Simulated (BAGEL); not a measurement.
**CH6AlNS (SMILES NC[S][AlH2]) at RI-MP2/6-31G(d) (density fitting with qzvpp-jkfit, spherical functions)**

Aim: the energy change on altering one bond length of CH6AlNS at RI-MP2/6-31G* (density fitting with qzvpp-jkfit, spherical functions), from 2 runs. 

Program for the calculation: BAGEL 1.2.2.

1 further run of the same task is left out (set aside as unsound or not needed). Runs told in other sessions of the task aren't counted.

## Step 1: The system as given

The species is CH6AlNS (10 atoms), meant as a singlet with charge 0. As SMILES, `NC[S][AlH2]`. Geometry: relaxed at PBE0-D4/def2-TZVP. This is one conformer, not always the lowest.

Bond lengths: N1–C2 1.439 Å, C2–S3 1.833 Å, S3–Al4 2.168 Å, N1–H5 1.012 Å, N1–H6 1.013 Å, C2–H7 1.091 Å, C2–H8 1.097 Å, Al4–H9 1.580 Å, Al4–H10 1.586 Å. Some angles: N1–C2–S3 110.2°, C2–S3–Al4 101.3°, N1–C2–H7 108.7°, N1–C2–H8 115.5°, S3–C2–H7 106.0°, S3–C2–H8 108.1°, C2–N1–H5 111.2°, C2–N1–H6 110.8°, S3–Al4–H9 118.2°, S3–Al4–H10 117.3°.

## Step 2: A single-point energy at RI-MP2/6-31G(d) (density fitting with qzvpp-jkfit, spherical functions)

Contents of calc.json:

```json
{ "bagel": [

{
  "title": "molecule",
  "basis": "6-31gs.json",
  "df_basis": "qzvpp-jkfit",
  "angstrom": "true",
  "geometry": [
    { "atom": "N", "xyz": [      -0.639600,       1.524200,       0.837500 ] },
    { "atom": "C", "xyz": [      -0.122200,       0.187400,       0.965400 ] },
    { "atom": "S", "xyz": [      -1.103800,      -0.972000,      -0.059800 ] },
    { "atom": "Al", "xyz": [       0.321000,      -1.476300,      -1.614300 ] },
    { "atom": "H", "xyz": [      -0.442700,       1.907300,      -0.078200 ] },
    { "atom": "H", "xyz": [      -0.231900,       2.135500,       1.534300 ] },
    { "atom": "H", "xyz": [      -0.251900,      -0.141300,       1.997800 ] },
    { "atom": "H", "xyz": [       0.935600,       0.063100,       0.701300 ] },
    { "atom": "H", "xyz": [      -0.126100,      -2.498900,      -2.732700 ] },
    { "atom": "H", "xyz": [       1.744800,      -0.780100,      -1.548400 ] }
  ]
},

{
  "title": "hf"
},

{
  "title": "mp2",
  "ncore": 12
}

]}
```

The basis set 6-31G* is read from a file made from the Basis Set Exchange's data (not shown).

Command:

```bash
BAGEL_NUM_THREADS=1 BAGEL calc.json > calc.out
```

What it wrote:

```text
* using 1 threads per process

  ===============================================================
  ===============================================================

  *** Geometry ***

  { "atom" : "N", "xyz" : [     -1.208669,      2.880321,      1.582646 ] },
  { "atom" : "C", "xyz" : [     -0.230925,      0.354135,      1.824342 ] },
  { "atom" : "S", "xyz" : [     -2.085880,     -1.836814,     -0.113006 ] },
  { "atom" : "Al", "xyz" : [      0.606602,     -2.789803,     -3.050585 ] },
  { "atom" : "H", "xyz" : [     -0.836582,      3.604275,     -0.147777 ] },
  { "atom" : "H", "xyz" : [     -0.438227,      4.035510,      2.899407 ] },
  { "atom" : "H", "xyz" : [     -0.476022,     -0.267018,      3.775295 ] },
  { "atom" : "H", "xyz" : [      1.768028,      0.119242,      1.325265 ] },
  { "atom" : "H", "xyz" : [     -0.238294,     -4.722237,     -5.164055 ] },
  { "atom" : "H", "xyz" : [      3.297194,     -1.474175,     -2.926052 ] },

  Number of auxiliary basis functions:      516

  Since a DF basis is specified, we compute 2- and 3-index integrals:
    o Being stored without compression. Storage requirement is 0.024 GB

  Number of basis functions:       76
  Number of electrons      :       48

    * METHOD: MOLECULE                             0.46

  *** RHF ***

  === Nuclear Repulsion ===
   200.6216666630

      * DIIS with orbital gradients will be used.

  === RHF iteration (6-31gs.json) ===
      0       -735.09473709          0.01642499           0.10
      1       -735.20155551          0.00803164           0.10
      2       -735.22994939          0.00153804           0.10
      3       -735.23148273          0.00019425           0.10
      4       -735.23152066          0.00007865           0.10
      5       -735.23152678          0.00002204           0.10
      6       -735.23152745          0.00000758           0.10
      7       -735.23152752          0.00000231           0.10
      8       -735.23152753          0.00000062           0.10
      9       -735.23152753          0.00000018           0.10
     10       -735.23152753          0.00000006           0.10
     11       -735.23152753          0.00000002           0.10
     12       -735.23152753          0.00000001           0.10
    * SCF iteration converged.

    * Permanent dipole moment:
           (   -1.106790,    -0.427926,    -0.041969) a.u.

    * METHOD: HF                                   1.58

  *** RHF ***

  === Nuclear Repulsion ===
   200.6216666630

      * DIIS with orbital gradients will be used.

  === RHF iteration (6-31gs.json) ===
      0       -735.23152753          0.00000000           0.10
    * SCF iteration converged.

    * Permanent dipole moment:
           (   -1.106790,    -0.427926,    -0.041969) a.u.

  === DF-MP2 calculation ===

    * freezing 12 orbitals
    * 3-index integral transformation done
    * assembly done

      MP2 correlation energy:   -0.4635183359      0.05

      MP2 total energy:       -735.6950458654

    * METHOD: MP2                                  0.27

  ===============================================================
```

Run time: 2.5 s. Hardware: 1 thread of Arm Neoverse N1, shared host; peak memory 0.12 GiB.

## Step 3: The distorted shape, same level

Contents of input.json:

```json
{ "bagel": [

{
  "title": "molecule",
  "basis": "6-31gs.json",
  "df_basis": "qzvpp-jkfit",
  "angstrom": true,
  "geometry": [
    { "atom": "N", "xyz": [       0.145703,       2.451748,       1.657684 ] },
    { "atom": "C", "xyz": [       0.663103,       1.114948,       1.785584 ] },
    { "atom": "S", "xyz": [      -1.103800,      -0.972000,      -0.059800 ] },
    { "atom": "Al", "xyz": [       0.321000,      -1.476300,      -1.614300 ] },
    { "atom": "H", "xyz": [       0.342603,       2.834848,       0.741984 ] },
    { "atom": "H", "xyz": [       0.553403,       3.063048,       2.354484 ] },
    { "atom": "H", "xyz": [       0.533403,       0.786248,       2.817984 ] },
    { "atom": "H", "xyz": [       1.720903,       0.990648,       1.521484 ] },
    { "atom": "H", "xyz": [      -0.126100,      -2.498900,      -2.732700 ] },
    { "atom": "H", "xyz": [       1.744800,      -0.780100,      -1.548400 ] }
  ]
},

{
  "title": "hf"
},

{
  "title": "mp2",
  "ncore": 12
}

]}
```

The basis set 6-31G* is read from a file made from the Basis Set Exchange's data (not shown).

Command:

```bash
BAGEL_NUM_THREADS=1 BAGEL input.json > input.out
```

What it wrote:

```text
* using 1 threads per process

  ===============================================================
  ===============================================================

  *** Geometry ***

  { "atom" : "N", "xyz" : [      0.275339,      4.633132,      3.132569 ] },
  { "atom" : "C", "xyz" : [      1.253083,      2.106946,      3.374265 ] },
  { "atom" : "S", "xyz" : [     -2.085880,     -1.836814,     -0.113006 ] },
  { "atom" : "Al", "xyz" : [      0.606602,     -2.789803,     -3.050585 ] },
  { "atom" : "H", "xyz" : [      0.647426,      5.357086,      1.402147 ] },
  { "atom" : "H", "xyz" : [      1.045780,      5.788322,      4.449330 ] },
  { "atom" : "H", "xyz" : [      1.007986,      1.485793,      5.325218 ] },
  { "atom" : "H", "xyz" : [      3.252035,      1.872053,      2.875188 ] },
  { "atom" : "H", "xyz" : [     -0.238294,     -4.722237,     -5.164055 ] },
  { "atom" : "H", "xyz" : [      3.297194,     -1.474175,     -2.926052 ] },

  Number of auxiliary basis functions:      516

  Since a DF basis is specified, we compute 2- and 3-index integrals:
    o Being stored without compression. Storage requirement is 0.024 GB

  Number of basis functions:       76
  Number of electrons      :       48

    * METHOD: MOLECULE                             0.45

  *** RHF ***

  === Nuclear Repulsion ===
   167.9488555789

      * DIIS with orbital gradients will be used.

  === RHF iteration (6-31gs.json) ===
      0       -734.90857663          0.01663537           0.11
      1       -734.99790242          0.01207145           0.10
      2       -735.07553838          0.00275454           0.10
      3       -735.08055038          0.00124932           0.10
      4       -735.08147993          0.00020725           0.10
      5       -735.08155828          0.00012269           0.10
      6       -735.08157954          0.00004865           0.10
      7       -735.08158555          0.00001954           0.10
      8       -735.08158616          0.00001005           0.10
      9       -735.08158625          0.00000346           0.10
     10       -735.08158626          0.00000150           0.10
     11       -735.08158627          0.00000076           0.10
     12       -735.08158627          0.00000036           0.10
     13       -735.08158627          0.00000013           0.10
     14       -735.08158627          0.00000007           0.10
     15       -735.08158627          0.00000004           0.10
     16       -735.08158627          0.00000002           0.10
     17       -735.08158627          0.00000001           0.10
     18       -735.08158627          0.00000001           0.10
    * SCF iteration converged.

    * Permanent dipole moment:
           (   -2.056947,    -2.105500,    -1.380158) a.u.

    * METHOD: HF                                   2.20

  *** RHF ***

  === Nuclear Repulsion ===
   167.9488555789

      * DIIS with orbital gradients will be used.

  === RHF iteration (6-31gs.json) ===
      0       -735.08158627          0.00000001           0.10
    * SCF iteration converged.

    * Permanent dipole moment:
           (   -2.056947,    -2.105499,    -1.380157) a.u.

  === DF-MP2 calculation ===

    * freezing 12 orbitals
    * 3-index integral transformation done
    * assembly done

      MP2 correlation energy:   -0.4823281237      0.05

      MP2 total energy:       -735.5639143915

    * METHOD: MP2                                  0.27

  ===============================================================
```

Wall time 3.3 s (1 thread of Arm Neoverse N1, shared host); peak memory 0.12 GiB.

## Step 4: Summary of results

Level: RI-MP2/6-31G* (density fitting with qzvpp-jkfit, spherical functions), 12 core orbitals frozen.

| quantity | value |
| --- | --- |
| first shape: total energy | -735.69505 Eh |
| first shape: correlation energy (12 core orbitals frozen) | -463.5 mEh |
| distorted shape: total energy | -735.56391 Eh |
| distorted shape: correlation energy (12 core orbitals frozen) | -482.3 mEh |
| energy change with the C2–S3 bond stretched from 1.833 to 3.299 Å | 3.568 eV |

**Reading.** With the C2–S3 bond stretched from 1.833 to 3.299 Å the energy rises by 3.57 eV (344 kJ/mol). The first shape isn't relaxed at this level, so the change isn't measured from a minimum. A restricted reference can't describe the breaking bond well at this length.
